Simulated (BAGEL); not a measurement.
# UHF/3-21G (density fitting with qzvpp-jkfit) run of SiHBrF (SMILES F[SiH]Br)

Aim: the vertical doublet–quartet gap of SiHBrF at UHF/3-21G (density fitting with qzvpp-jkfit), from 2 runs. 

The results are computed with BAGEL 1.2.2.

1 further run of the same task is left out (it didn't finish).

## Step 1: The molecule

SiHBrF: 4 atoms, total charge 0, spin state doublet. As SMILES, `F[SiH]Br`. Geometry: relaxed at PBE0-D4/def2-TZVP.

Bond lengths: F1–Si2 1.596 Å, Si2–Br3 2.211 Å, Si2–H4 1.491 Å. Angles: F1–Si2–Br3 108.9°, F1–Si2–H4 107.1°, Br3–Si2–H4 108.5°.

## Step 2: The energy at UHF/3-21G (density fitting with qzvpp-jkfit)

Input file job.json:

```json
{ "bagel" : [

{
  "title" : "molecule",
  "basis" : "3-21g",
  "df_basis" : "qzvpp-jkfit",
  "angstrom" : true,
  "geometry" : [
    { "atom" : "F", "xyz" : [      -1.077500,      -0.285400,       1.078300 ] },
    { "atom" : "Si", "xyz" : [      -0.289800,      -0.254700,      -0.309800 ] },
    { "atom" : "Br", "xyz" : [       1.852200,      -0.643700,       0.073700 ] },
    { "atom" : "H", "xyz" : [      -0.429400,       1.123400,      -0.862500 ] }
  ]
},

{
  "title" : "uhf",
  "nopen" : 1
},

{
  "title" : "print",
  "file" : "orbitals.molden",
  "orbitals" : true
}

]}
```

Command:

```bash
$ BAGEL_NUM_THREADS=1 BAGEL job.json > job.out
```

The program printed:

```text
* using 1 threads per process

  ===============================================================
  ===============================================================

  *** Geometry ***

  { "atom" : "F", "xyz" : [     -2.036180,     -0.539328,      2.037692 ] },
  { "atom" : "Si", "xyz" : [     -0.547643,     -0.481313,     -0.585437 ] },
  { "atom" : "Br", "xyz" : [      3.500151,     -1.216417,      0.139273 ] },
  { "atom" : "H", "xyz" : [     -0.811448,      2.122918,     -1.629889 ] },

  Number of auxiliary basis functions:      489

  Since a DF basis is specified, we compute 2- and 3-index integrals:
    o Being stored without compression. Storage requirement is 0.008 GB

  Number of basis functions:       46
  Number of electrons      :       59

    * METHOD: MOLECULE                             0.17

  *** Open-shell HF ***

  === Nuclear Repulsion ===
   225.5216557812

      * DIIS with orbital gradients will be used.

  === UHF iteration (3-21g) ===
      0      -2946.86157448          0.04210051           0.09
      1      -2946.94089226          0.02593523           0.08
      2      -2946.96026714          0.01517856           0.08
      3      -2946.96906767          0.00091641           0.08
      4      -2946.96937328          0.00035523           0.08
      5      -2946.96943544          0.00011031           0.08
      6      -2946.96945038          0.00003256           0.08
      7      -2946.96945362          0.00001354           0.08
      8      -2946.96945434          0.00000711           0.08
      9      -2946.96945452          0.00000283           0.08
     10      -2946.96945453          0.00000093           0.08
     11      -2946.96945453          0.00000042           0.08
     12      -2946.96945453          0.00000022           0.08
     13      -2946.96945453          0.00000011           0.08
     14      -2946.96945453          0.00000005           0.08
     15      -2946.96945453          0.00000003           0.08
     16      -2946.96945453          0.00000002           0.08
     17      -2946.96945453          0.00000001           0.08
    * SCF iteration converged.

    * S^2 (UHF) is 0.7532

    * Permanent dipole moment:
           (    0.491931,    -0.067388,     0.816463) a.u.

    * METHOD: UHF                                  1.58

    * METHOD: PRINT                                0.01

  ===============================================================
```

Wall time 1.9 s (1 thread of Arm Neoverse V1, shared host); peak memory 0.082 GiB.

## Step 3: The quartet at the same level

Input file hf.json:

```json
{ "bagel" : [

{
  "title" : "molecule",
  "basis" : "3-21g",
  "df_basis" : "qzvpp-jkfit",
  "angstrom" : true,
  "geometry" : [
    { "atom" : "F", "xyz" : [   -1.077500,   -0.285400,    1.078300 ] },
    { "atom" : "Si", "xyz" : [   -0.289800,   -0.254700,   -0.309800 ] },
    { "atom" : "Br", "xyz" : [    1.852200,   -0.643700,    0.073700 ] },
    { "atom" : "H", "xyz" : [   -0.429400,    1.123400,   -0.862500 ] }
  ]
},
{
  "title" : "uhf",
  "nopen" : 3
},
{
  "title" : "print",
  "file" : "orbitals.molden",
  "orbitals" : true
}

]}
```

Command:

```bash
$ BAGEL_NUM_THREADS=1 BAGEL hf.json > hf.out
```

The program printed:

```text
* using 1 threads per process

  ===============================================================
  ===============================================================

  *** Geometry ***

  { "atom" : "F", "xyz" : [     -2.036180,     -0.539328,      2.037692 ] },
  { "atom" : "Si", "xyz" : [     -0.547643,     -0.481313,     -0.585437 ] },
  { "atom" : "Br", "xyz" : [      3.500151,     -1.216417,      0.139273 ] },
  { "atom" : "H", "xyz" : [     -0.811448,      2.122918,     -1.629889 ] },

  Number of auxiliary basis functions:      489

  Since a DF basis is specified, we compute 2- and 3-index integrals:
    o Being stored without compression. Storage requirement is 0.008 GB

  Number of basis functions:       46
  Number of electrons      :       59

    * METHOD: MOLECULE                             0.17

  *** Open-shell HF ***

  === Nuclear Repulsion ===
   225.5216557812

      * DIIS with orbital gradients will be used.

  === UHF iteration (3-21g) ===
      0      -2946.56348893          0.04231518           0.08
      1      -2946.65385601          0.02817969           0.08
      2      -2946.68300997          0.01681857           0.08
      3      -2946.69640878          0.00222805           0.08
      4      -2946.70108821          0.00136337           0.08
      5      -2946.70354405          0.00093013           0.08
      6      -2946.70510504          0.00051083           0.08
      7      -2946.70556503          0.00019796           0.08
      8      -2946.70560009          0.00011580           0.08
      9      -2946.70561686          0.00007415           0.07
     10      -2946.70562716          0.00004107           0.08
     11      -2946.70563173          0.00002661           0.08
     12      -2946.70563381          0.00001949           0.08
     13      -2946.70563554          0.00000971           0.08
     14      -2946.70563585          0.00000568           0.08
     15      -2946.70563591          0.00000429           0.08
     16      -2946.70563594          0.00000311           0.08
     17      -2946.70563596          0.00000237           0.08
     18      -2946.70563596          0.00000212           0.08
     19      -2946.70563597          0.00000204           0.08
     20      -2946.70563598          0.00000197           0.08
     21      -2946.70563600          0.00000182           0.08
     22      -2946.70563603          0.00000151           0.08
     23      -2946.70563606          0.00000124           0.08
     24      -2946.70563607          0.00000102           0.08
     25      -2946.70563609          0.00000067           0.08
     26      -2946.70563609          0.00000046           0.08
     27      -2946.70563609          0.00000029           0.08
     28      -2946.70563609          0.00000022           0.08
     29      -2946.70563609          0.00000019           0.08
     30      -2946.70563609          0.00000015           0.08
     31      -2946.70563609          0.00000013           0.08
     32      -2946.70563609          0.00000011           0.08
     33      -2946.70563609          0.00000010           0.08
     34      -2946.70563609          0.00000009           0.08
     35      -2946.70563609          0.00000008           0.08
     36      -2946.70563609          0.00000007           0.08
     37      -2946.70563609          0.00000007           0.08
     38      -2946.70563609          0.00000006           0.08
     39      -2946.70563609          0.00000006           0.08
     40      -2946.70563609          0.00000004           0.08
     41      -2946.70563609          0.00000003           0.08
     42      -2946.70563609          0.00000002           0.07
     43      -2946.70563609          0.00000002           0.08
     44      -2946.70563609          0.00000001           0.08
     45      -2946.70563609          0.00000001           0.08
     46      -2946.70563609          0.00000001           0.07
    * SCF iteration converged.

    * S^2 (UHF) is 3.7540

    * Permanent dipole moment:
           (   -1.594591,     0.437250,     0.440808) a.u.

    * METHOD: UHF                                  3.80

    * METHOD: PRINT                                0.01

  ===============================================================
```

Wall time 4.2 s (1 thread of Arm Neoverse V1, shared host); peak memory 0.082 GiB.

## Step 4: Summary of results

Level: UHF/3-21G (density fitting with qzvpp-jkfit).

```
                                        quantity           value
                           doublet: total energy  -2946.96945 Eh
                          doublet: dipole moment          2.43 D
                                   doublet: ⟨S²⟩           0.753
                           quartet: total energy  -2946.70564 Eh
                          quartet: dipole moment          4.35 D
                                   quartet: ⟨S²⟩           3.754
vertical energy of the quartet above the doublet        7.179 eV
```

**Reading.** At this shape the quartet lies 7.18 eV (166 kcal/mol) above the doublet.
